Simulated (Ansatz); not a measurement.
# TiC+ (quartet): the correlation ladder, def2-SVP

One table from this session's results is given with a row withheld; the runs are named, their logs left out.

The runs use Ansatz 0.2.0, Gaussian basis; def2-SVP, core rule «outside noble gas», up to 10 orbitals frozen.

To be run: UHF; CCSD(T) on ROHF; CCSD(T) on UHF; CISD; CCSDT(Q) on ROHF; CCSDT(Q) on UHF; CISDTQ; CCSDTQ on ROHF; CCSDTQ on UHF; Full CI.

6 further runs of the same task are left out: 4 for a known fault of the program, 2 set aside as unsound or not needed.

## The geometry

The geometry is a PBE0/def2-TZVP stationary point (not a proven minimum) of the parent state, kept for this charge and spin.

2 atoms, charge 1, spin multiplicity 4.

Atoms are counted from 1 here; the program's logs count them from 0.

Bond lengths: Ti1–C2 1.616 Å.

The first run:

Input file in.yaml:

```yaml
crystal:
  periodic: [false, false, false]
  atoms:
    - {symbol: Ti, position_ang: [0.000000, 0.000000, 0.000000]}
    - {symbol: C, position_ang: [0.000000, 0.000000, 1.616200]}
basis:
  gaussian: {orbitals: def2-SVP}
total_charge: 1
magnetization: {spin_polarized: true, initial_magnetization: 3}
hamiltonian: {xc: hf}
output: {orbitals: {seedname: orbitals}}
```

On the command line:

```sh
> ansatz run in.yaml --threads 1 --pin off --events-out ev --progress --plain --max-ram 2816MiB --backend cpu
```

Steps of the session up to this table: UHF; CCSD(T) on ROHF; CCSD(T) on UHF; CISD; CCSDT(Q) on ROHF; CCSDT(Q) on UHF; CISDTQ; CCSDTQ on ROHF; CCSDTQ on UHF; Full CI.

One table of the session follows, with a row left open; its other results are not shown here.

It belongs to the step «Misses and costs». 

| method | from FCI (kcal/mol) |
| --- | --- |
| ROHF | +126.80 |
| RMP2 | +15.71 |
| RCCSD | +10.16 |
| RCCSD(T) | ? |
| RCCSDT | +0.60 |
| RCCSDT(Q) | +0.25 |
| RCCSDTQ | +0.04 |
| FCI | 0 |

**Question.** Estimate the row for RCCSD(T).

**Answer.** from FCI (kcal/mol): +1.55. In the column «from FCI (kcal/mol)» it lies between RCCSDT (+0.60) and RCCSD (+10.16).

Not comparable, so not listed: CISD; CISDTQ (they don't share determinant, frozen orbitals or solution with the rows shown, or repeat one).

To keep in mind: Left out of the table: UHF, UMP2, UCCSD, UCCSD(T), UCCSDT, UCCSDT(Q), UCCSDTQ (another determinant or state than the rows shown).
